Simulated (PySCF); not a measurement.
**AsF₂: relaxation and vibrations of the doublet**

The task is one start of a wider search on AsF₂: the doublet, from a linear start. It is relaxed, tested by its Hessian and followed downhill if it is a saddle.

The runs use PySCF 2.14.0; PBE0, basis As def2-TZVP, F def2-TZVP, no relativity, density fitting.

### 1 Where the work starts

3 atoms, charge 0, spin multiplicity 2.

Bond lengths: As1–F2 1.850 Å, As1–F3 1.850 Å. Angles: F2–As1–F3 180.0°.

Coordinates in bohr (charge 0 multiplicity 2):
```
As    0.0000    0.0000    0.0000
F     0.0000    0.0000    3.4960
F     0.0000    0.0000   -3.4960
```

### 2 Relaxation: linear start, doublet

The steps below are one call of a driver around PySCF. For each, scf.py gives the equivalent set-up of the SCF; relaxations use the driver's own optimiser. Before each start the driver seeks the lowest SCF state from one or more starting densities and follows internal instabilities, so scf.py alone need not reach the same state.

The program finds D∞h symmetry in the start, which this walk keeps. Threshold on the gradient: 0.0003 Eh/bohr, with a further test on the energy change.

The input, scf.py:

```python
from pyscf import gto, scf, dft
mol = gto.M(atom='''
As     0.000000     0.000000     0.000000
F      0.000000     0.000000     1.850000
F      0.000000     0.000000    -1.850000''',
    basis={'As': 'def2-TZVP', 'F': 'def2-TZVP'},
    charge=0, spin=1)
mf = dft.UKS(mol, xc='PBE0')
mf.grids.atom_grid = (50, 194)
aux = {'As': 'def2-universal-JKFIT', 'F': 'def2-universal-JKFIT'}
mf = mf.density_fit(auxbasis=aux)
mf.kernel()
```

Steps of the walk:

| step | energy (Eh) | change (kJ/mol) | largest symmetric gradient (Eh/bohr) |
| --- | --- | --- | --- |
| 0 | -2435.137474 | 0.00 | 0.01429 |
| 1 | -2435.138445 | -2.55 | 0.00241 |
| 2 | -2435.138470 | -2.62 | 0.00022 |
| 3 | -2435.138470 | -2.62 | 0.00000 |

The walk ran for 4.9 s (4 threads, shared host).

End point (D∞h, 3 steps, 2.6 kJ/mol gained): As–F 1.814 Å (×2); F–As–F 180.0°.

### 3 Hessian and properties

On the finer grid the gradient is checked again; gradients at displacements of ±0.01 bohr then give force constants and infrared intensities.

scf.py, as its differences from that of step 2:

```diff
@@ -3,3 +3,3 @@
-As     0.000000     0.000000     0.000000
-F      0.000000     0.000000     1.850000
-F      0.000000     0.000000    -1.850000''',
+As     0.000000    -0.000000    -0.000000
+F      0.000000    -0.000000     1.814690
+F      0.000000     0.000000    -1.814690''',
@@ -9 +9 @@
-mf.grids.atom_grid = (50, 194)
+mf.grids.atom_grid = (75, 302)
```

This SCF starts from the last density.

Log of the central SCF (cycles and frontier levels):

```text
init E= -2435.13844782572
[... the frontier-level lines of each cycle are left out ...]
cycle= 1 E= -2435.13844782573  delta_E= -3.64e-12  |g|= 3.13e-06  |ddm|= 2.77e-06
Extra cycle  E= -2435.13844782571  delta_E= 1.36e-11  |g|= 6.11e-06  |ddm|= 4.35e-06
converged SCF energy = -2435.13844782571  <S^2> = 0.75422157  2S+1 = 2.0042171
```

The whole step took 17 s.

Geometry: D∞h; As–F 1.815 Å (×2); F–As–F 180.0°.

Harmonic modes (main isotopes):

```tsv
ω (cm⁻¹)	IR (km/mol)	type
262i	2.5	bend
59	9.3	bend
565	0.0	stretch
575	357	stretch
```

1 mode is imaginary, the largest at 262i cm⁻¹: a saddle point, not a minimum.

The SCF density has lower symmetry than the nuclear frame, so the modes carry no labels; pairs that should be degenerate can split.

Constants and moments:

| Quantity | Value |
| --- | --- |
| Dipole moment | 0.00 D |
| Highest occupied level | -7.02 eV |
| Lowest empty level | -4.73 eV |
| Rotational constants | 0.1347 cm⁻¹ |
| Zero-point energy (real modes) | 7.2 kJ/mol |
| Principal polarisabilities | 22.0, 22.2, 39.0 bohr³ |
| Atomisation energy without zero-point energy | 649 kJ/mol |
| Principal traceless quadrupole moments about the centre of mass | -11.25, 3.41, 7.84 D Å |
| Spin squared ⟨S²⟩ | 0.754 |

Charges (e) and bond orders:

```csv
atom,Mulliken,Löwdin,polar tensor,spin (Mulliken),Mayer order to As1
As1,0.77,0.58,1.26,0.92,–
"F2,3",-0.39,-0.29,-0.63,0.04,0.89
```

Mulliken populations on As1: s 8.03, p 13.86, d 10.28, f 0.05.

### 4 Following the imaginary mode

The start is the last point, displaced along its most imaginary mode.

The program finds C2v symmetry in the start, which this walk keeps. The walk stops when the largest gradient is under 0.0003 Eh/bohr and the energy has settled too.

scf.py, as its differences from that of step 3:

```diff
@@ -3,3 +3,3 @@
-As     0.000000    -0.000000    -0.000000
-F      0.000000    -0.000000     1.814690
-F      0.000000     0.000000    -1.814690''',
+As    -0.009693    -0.060082    -0.000000
+F      0.019113     0.118468     1.814690
+F      0.019113     0.118468    -1.814690''',
@@ -9 +9 @@
-mf.grids.atom_grid = (75, 302)
+mf.grids.atom_grid = (50, 194)
```

Steps of the walk:

| step | energy (Eh) | change (kJ/mol) | largest symmetric gradient (Eh/bohr) |
| --- | --- | --- | --- |
| 0 | -2435.142020 | 0.00 | 0.01894 |
| 1 | -2435.156467 | -37.93 | 0.02919 |
| 2 | -2435.176425 | -90.33 | 0.04307 |
| 3 | -2435.195761 | -141.10 | 0.04499 |
| 4 | -2435.212200 | -184.26 | 0.01032 |
| 5 | -2435.212694 | -185.55 | 0.01351 |
| 6 | -2435.213236 | -186.98 | 0.00199 |
| 7 | -2435.213242 | -186.99 | 0.00022 |
| 8 | -2435.213243 | -186.99 | 0.00003 |

The walk took 12 s.

End point (C2v, 8 steps, 187.0 kJ/mol gained): As–F 1.730 Å (×2); F–As–F 96.6°.

### 5 Is it a minimum? Harmonic modes

The same treatment as at the point before.

scf.py, as its differences from that of step 4:

```diff
@@ -3,3 +3,3 @@
-As    -0.009693    -0.060082    -0.000000
-F      0.019113     0.118468     1.814690
-F      0.019113     0.118468    -1.814690''',
+As    -0.061832    -0.383256    -0.000000
+F      0.121676     0.754190     1.290155
+F      0.121676     0.754190    -1.290155''',
@@ -9 +9 @@
-mf.grids.atom_grid = (50, 194)
+mf.grids.atom_grid = (75, 302)
```

Log of the central SCF (cycles and frontier levels):

```text
init E= -2435.21327511546
[... the frontier-level lines of each cycle are left out ...]
cycle= 1 E= -2435.21327511545  delta_E= 1.27e-11  |g|= 5.98e-06  |ddm|= 4.33e-06
Extra cycle  E= -2435.21327511542  delta_E= 2.86e-11  |g|= 1.02e-05  |ddm|= 7.01e-06
converged SCF energy = -2435.21327511542  <S^2> = 0.75475589  2S+1 = 2.0047502
```

The whole step took 20 s.

Geometry: C2v; As–F 1.730 Å (×2); F–As–F 96.5°.

Modes, for the most abundant isotopes:

```
symmetry  ω (cm⁻¹)  IR (km/mol)  μ (u)
      a1       269          7.7  21.23
      b2       689          128  22.73
      a1       720         84.6  22.25
```

All wavenumbers are real: a minimum.

Properties at this point:

```
Dipole moment                                                   : 2.18 D
Highest occupied level                                          : -6.59 eV
Lowest empty level                                              : -2.87 eV
Rotational constants                                            : 0.5037, 0.2665, 0.1743 cm⁻¹
Zero-point energy                                               : 10.0 kJ/mol
Principal polarisabilities                                      : 22.0, 25.6, 28.1 bohr³
Atomisation energy without zero-point energy                    : 845 kJ/mol
Principal traceless quadrupole moments about the centre of mass : -2.41, 0.71, 1.70 D Å
Entropy at 298.15 K and 1 bar (electronic part: spin only)      : 276.4 J/(mol K)
Heat capacity Cp at 298.15 K                                    : 47.4 J/(mol K)
Enthalpy at 298.15 K above 0 K                                  : 11.71 kJ/mol
Rotational symmetry number                                      : 2
Spin squared ⟨S²⟩                                               : 0.755
```

Charges (e) and bond orders:

| atom | Mulliken | Löwdin | polar tensor | spin (Mulliken) | Mayer order to As1 |
| --- | --- | --- | --- | --- | --- |
| As1 | 0.67 | 0.40 | 1.14 | 0.93 | – |
| F2,3 | -0.33 | -0.20 | -0.57 | 0.04 | 0.96 |

Mulliken populations on As1: s 7.91, p 14.09, d 10.25, f 0.08.

### 6 The points found, side by side

| spin | group | bonds | imaginary modes (cm⁻¹) | ΔE (kJ/mol) | with zero-point energy |
| --- | --- | --- | --- | --- | --- |
| doublet | C2v | As–F 1.730 Å (×2) | none | 0.0 | 0.0 |
| doublet | D∞h (density of lower symmetry) | As–F 1.815 Å (×2) | 262i | 196.5 | – |

### 7 Summary of results

| quantity | value |
| --- | --- |
| minimum | doublet, C2v |
| geometry | As–F 1.730 Å (×2); F–As–F 96.5° |
| wavenumbers (cm⁻¹) | 269 (a1), 689 (b2), 720 (a1) |
| dipole moment | 2.18 D |
| highest occupied, lowest empty level (either spin) | -6.59, -2.87 eV |
| polar-tensor charge of As1 | +1.14 e |
| zero-point energy | 10.0 kJ/mol |
| entropy at 298.15 K | 276.4 J/(mol K) |
| atomisation energy (no zero-point energy) | 845 kJ/mol |
| ⟨S²⟩ | 0.755 |

What this shows: The linear start (D∞h) ends in a minimum of C2v symmetry, after a stop at a saddle point 196.5 kJ/mol higher, from which it was pushed off along an imaginary mode. The strongest infrared band lies at 689 cm⁻¹ (b2, stretch). Most of the spin sits on As1 (Mulliken spin 0.93, against 1 for the whole molecule). Only this shape and spin were tried, so other structures or states may lie lower.

The search up to here ran for 59 s (4 threads, shared host).
